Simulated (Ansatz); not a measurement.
# BClH3NOSi: how energies converge with the basis set

An exercise on one series of results from a longer session: the logs are not shown, and one member is left open.

Computed with Ansatz 0.2.0, Gaussian basis. Level: one geometry, several basis sets.

The runs, in order: PBE0-D4/def2-SVP; ωB97M-V/def2-SVP; PBE0-D4/def2-QZVPP; ωB97M-V/def2-QZVPP; the functionals' def2-TZVPP values are taken from earlier runs.

## Structure used throughout

All runs share one geometry, relaxed beforehand with PBE0-D4 in a triple-zeta def2 set.

SMILES `O[Si]1(Cl)BN1`, 8 atoms, charge 0, spin multiplicity 1.

Atoms are counted from 1 here; the program's logs count them from 0.

Bond lengths: O1–Si2 1.632 Å, O1–H6 0.959 Å, Si2–Cl3 2.059 Å, Si2–B4 1.896 Å, Si2–N5 1.724 Å, B4–N5 1.401 Å, B4–H7 1.187 Å, N5–H8 1.011 Å. Angles: Si2–O1–H6 116.8°, O1–Si2–Cl3 106.2°, O1–Si2–B4 127.4°, O1–Si2–N5 117.8°, Cl3–Si2–B4 126.3°, Cl3–Si2–N5 114.8°, B4–Si2–N5 45.2°, Si2–B4–N5 60.8°, Si2–B4–H7 164.5°, N5–B4–H7 134.7°, Si2–N5–B4 73.9°, Si2–N5–H8 151.8°, B4–N5–H8 134.3°.

Set-up of the first run:

Contents of in.yaml:

```yaml
crystal:
  periodic: [false, false, false]
  atoms:
    - {symbol: O, position_ang: [0.082251, 0.488275, 1.847675]}
    - {symbol: Si, position_ang: [0.128514, 0.517393, 0.216839]}
    - {symbol: Cl, position_ang: [-0.760996, 2.285597, -0.351247]}
    - {symbol: B, position_ang: [0.932800, -0.755854, -0.935742]}
    - {symbol: N, position_ang: [-0.429018, -0.876953, -0.629094]}
    - {symbol: H, position_ang: [-0.403639, 1.193634, 2.279797]}
    - {symbol: H, position_ang: [1.698478, -1.378888, -1.595804]}
    - {symbol: H, position_ang: [-1.156291, -1.530404, -0.888222]}
basis:
  gaussian: {orbitals: def2-SVP}
hamiltonian: {xc: pbe0, dispersion: d4}
output: {orbitals: {seedname: orbitals}}
```

The run is started by

```
> ansatz run in.yaml --threads 2 --pin off --events-out ev --progress --plain --max-ram 4352MiB
```

Steps of the session up to this table: PBE0-D4 in def2-SVP; ωB97M-V in def2-SVP; PBE0-D4 in def2-QZVPP; ωB97M-V in def2-QZVPP.

One of the session's tables, all rows but one given; the rest of the session is left out.

It belongs to the step «Functionals by basis». 

```
functional       basis  HOMO (eV)
   PBE0-D4    def2-SVP      -7.15
   PBE0-D4  def2-TZVPP      -7.26
   PBE0-D4  def2-QZVPP      -7.29
   ωB97M-V    def2-SVP          ?
   ωB97M-V  def2-TZVPP      -9.37
   ωB97M-V  def2-QZVPP      -9.41
```

**Question.** Estimate the row for ωB97M-V, def2-SVP.

The run gave: HOMO (eV): -9.22. In the column «HOMO (eV)» it lies between ωB97M-V, def2-TZVPP (-9.37) and PBE0-D4, def2-QZVPP (-7.29).
